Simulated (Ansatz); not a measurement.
# CoF (septet): wave-function methods side by side, def2-QZVPP

One table from this session's results is given with a row withheld; the runs are named, their logs left out.

Method: def2-QZVPP, core rule «outside noble gas», up to 10 orbitals frozen; program: Ansatz 0.2.0, Gaussian basis.

Plan: UHF; ROHF; CCSD(T) on UHF.

**The geometry**

The geometry is a PBE0/def2-TZVP stationary point (not a proven minimum) of the parent state, kept for this charge and spin.

2 atoms, charge 0, spin multiplicity 7.

Atoms are counted from 1 here; the program's logs count them from 0.

Bond lengths: Co1–F2 1.776 Å.

The first run:

in.yaml reads:

```yaml
crystal:
  periodic: [false, false, false]
  atoms:
    - {symbol: Co, position_ang: [0.000000, 0.000000, 0.000000]}
    - {symbol: F, position_ang: [0.000000, 0.000000, 1.775600]}
basis:
  gaussian: {orbitals: "def2-QZVPP.json"}
magnetization: {spin_polarized: true, initial_magnetization: 6}
hamiltonian: {xc: hf}
output: {orbitals: {seedname: orbitals}}
```

Started as:

```sh
ansatz run in.yaml --threads 1 --pin off --events-out ev --progress --plain --max-ram 4096MiB --backend cpu
```

Steps of the session up to this table: UHF; ROHF; CCSD(T) on UHF.

One table of the session follows, with a row left open; its other results are not shown here.

It belongs to the step «Misses and costs». 

```
  method  from UCCSD(T) (meV)
    ROHF             +14109.4
     UHF             +13909.7
    UMP2                    ?
   UCCSD               +597.2
UCCSD(T)                    0
```

Q: Estimate the row for UMP2 from the others.

The run gave: from UCCSD(T) (meV): +891.8. In the column «from UCCSD(T) (meV)» it lies between UCCSD (+597.2) and UHF (+13909.7).
